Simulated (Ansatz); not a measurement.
Predict the output of the script below (Ansatz 0.2.0 through its Python package).

Input file `be3ru.xyz`:
```text
4
Lattice="-1.5825543 1.5825543 3.7486461 1.5825543 -1.5825543 3.7486461 1.5825543 1.5825543 -3.7486461" Properties=species:S:1:pos:R:3 pbc="T T T"
Be    0.00000000    1.58255430    1.87432305
Be    1.58255430    0.00000000    1.87432305
Be    0.00000000    0.00000000    3.74864610
Ru    0.00000000    0.00000000    0.00000000
```

`push_be3ru.py`:
```python
"""Energy and force of Be3Ru as one atom is pushed off its site."""

import ansatz as az
import numpy as np


def main() -> None:
    cell = az.Crystal.from_extxyz("be3ru.xyz")

    inverse = np.linalg.inv(np.array(cell.lattice.vectors))
    home = np.array(cell.sites[0].position)
    values = np.linspace(-0.2, 0.2, 5)
    energies, pulls = [], []
    for shift in values:
        moved = cell.move(0, to=home + shift * inverse[0])
        setup = (
            moved.calculation()
            .occupations("fermi_dirac", width=0.05)
            .kpoints(11, 11, 11)
            .functional(az.Functional.LDA)
            .forces()
        )
        rep = setup.run(threads=1).report
        energies.append(rep["free_energy_ev"])
        pulls.append(rep["forces_ev_ang"][0][0])

    # the force is minus the slope of the free energy
    print("shift (A)   dE (eV)   force along x (eV/A)")
    for shift, e, f in zip(values, energies, pulls):
        print(f"{shift:8.3f} {e - energies[2]:10.5f} {f:12.4f}")
    print(f"stiffness from energies {2 * np.polyfit(values, energies, 2)[0]:.3f}, from forces {-np.polyfit(values, pulls, 1)[0]:.3f} eV/A^2")


if __name__ == "__main__":
    main()
```

```console
$ python push_be3ru.py
DeckWarning: basis.ecutwfc = 420 eV, auto-derived from the records' recommended cutoffs: set by Be (normal level)
shift (A)   dE (eV)   force along x (eV/A)
  -0.200    0.14583       1.4655
  -0.100    0.03632       0.7273
   0.000    0.00000       0.0000
   0.100    0.03632      -0.7273
   0.200    0.14583      -1.4655
stiffness from energies 7.296, from forces 7.316 eV/A^2
```
(Warnings from the package without file and line.)

The curvature of the energy gives 7.296 eV/Å² and the slope of the force 7.316 eV/Å², a positive curvature.

Reading the output:
- In a metal a curvature from energy changes of a few meV or less hangs on mesh and smearing, in size and even in sign.
- This cell is a computed structure, which may not be the phase found in nature.
- All periodic images of the atom move with it, so the curvature is one diagonal element of the zone-centre force constants and no normal mode; a positive value doesn't exclude soft modes in which several atoms move.
- Hardware and time: 93 s on 1 thread of Arm Neoverse V1 (shared host), peak memory 0.55 GiB.
